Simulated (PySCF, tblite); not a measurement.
# C7H6FS+: geometry, infrared bands and NMR shifts

Aim: predict the infrared bands and NMR shifts of C7H6FS+ (`C=C1SC[c+]2c(CF)c21`).

Computed with tblite 0.8.0 and PySCF 2.14.0, with density-fitted response routines of our own, on a single molecule in the gas phase. Atoms count from 0, in the outputs and in this text.

## 1. The molecule as given

15 atoms, charge 1, multiplicity 1; geometry from: force field or distance geometry start.

Bonds of the start (Å): C0–C1 1.32, C1–S2 1.80, S2–C3 1.80, C3–C4 1.46, C4–C5 1.39, C5–C6 1.50, C6–F7 1.38, C5–C8 1.38, C8–C1 1.46, C8–C4 1.34, C0–H9 1.08, C0–H10 1.09, C3–H11 1.12, C3–H12 1.10, C6–H13 1.10, C6–H14 1.12.

## 2. Geometry optimisation with GFN2-xTB

What the job is given:

```
{"job": {"kind": "relax", "xc": "GFN2-xTB", "basis": "xTB"}, "charge": 1, "multiplicity": 1}
C     -1.811100    -1.151500    -1.775900
C     -1.304100    -0.208600    -1.009200
S     -2.009800     1.405300    -0.626700
C     -0.943700     1.744400     0.787700
C      0.115100     0.748300     0.642500
C      1.118100    -0.199300     0.470900
C      2.459100    -0.771300     0.806400
F      3.507000    -0.052300     0.258900
C     -0.055400    -0.228800    -0.261200
H     -2.762500    -1.003600    -2.262900
H     -1.291100    -2.092600    -1.923100
H     -1.589000     1.578000     1.687400
H     -0.528300     2.762300     0.785800
H      2.579600    -1.814000     0.472000
H      2.511600    -0.708400     1.925600
```

Launch:

```console
$ OMP_NUM_THREADS=1 python probes_run.py task.json out
```

This one command runs all jobs of the session in turn.

**Question.** This job is followed by: GFN2-xTB harmonic vibrations, gas phase; GIAO PBE0/pcSseg-1 NMR shielding, non-relativistic, gas phase. Predict these results of the whole session: strongest single infrared mode (GFN2-xTB); zero-point energy (GFN2-xTB); 13C shifts against TMS (PBE0/pcSseg-1); 1H shifts against TMS (PBE0/pcSseg-1, means over atoms taken as alike); 33S shifts against CS2 (PBE0/pcSseg-1); 19F shifts against CFCl3 (PBE0/pcSseg-1).

**Answer**, as computed:

| quantity | value |
| --- | --- |
| strongest single infrared mode (GFN2-xTB) | 1182 cm⁻¹, 166 km/mol |
| zero-point energy (GFN2-xTB) | 64.0 kcal/mol |
| 13C shifts against TMS (PBE0/pcSseg-1) | 216.0, 207.7, 165.6, 155.5, 140.7, 80.8, 45.5 ppm |
| 1H shifts against TMS (PBE0/pcSseg-1, means over atoms taken as alike) | 7.54, 7.48, 6.53, 5.61 ppm |
| 33S shifts against CS2 (PBE0/pcSseg-1) | 390 ppm |
| 19F shifts against CFCl3 (PBE0/pcSseg-1) | -258.6 ppm |

The optimisation took 94 steps and gained 0.599 eV; among the close pairs (by a distance rule), C4–C8 changed most, from 1.342 to 1.426 Å. All 39 modes are real, so the xTB geometry is a minimum. The strongest single mode, at 1182 cm⁻¹, is spread over many atoms; the largest shares are those of C5, C3. GFN2-xTB is a fitted tight-binding method: band positions and strengths are rough. Its intensities can rank the bands wrongly. At PBE0/pcSseg-1: Shielding is most anisotropic at S2 (span 920 ppm, paramagnetic term -940 ppm).
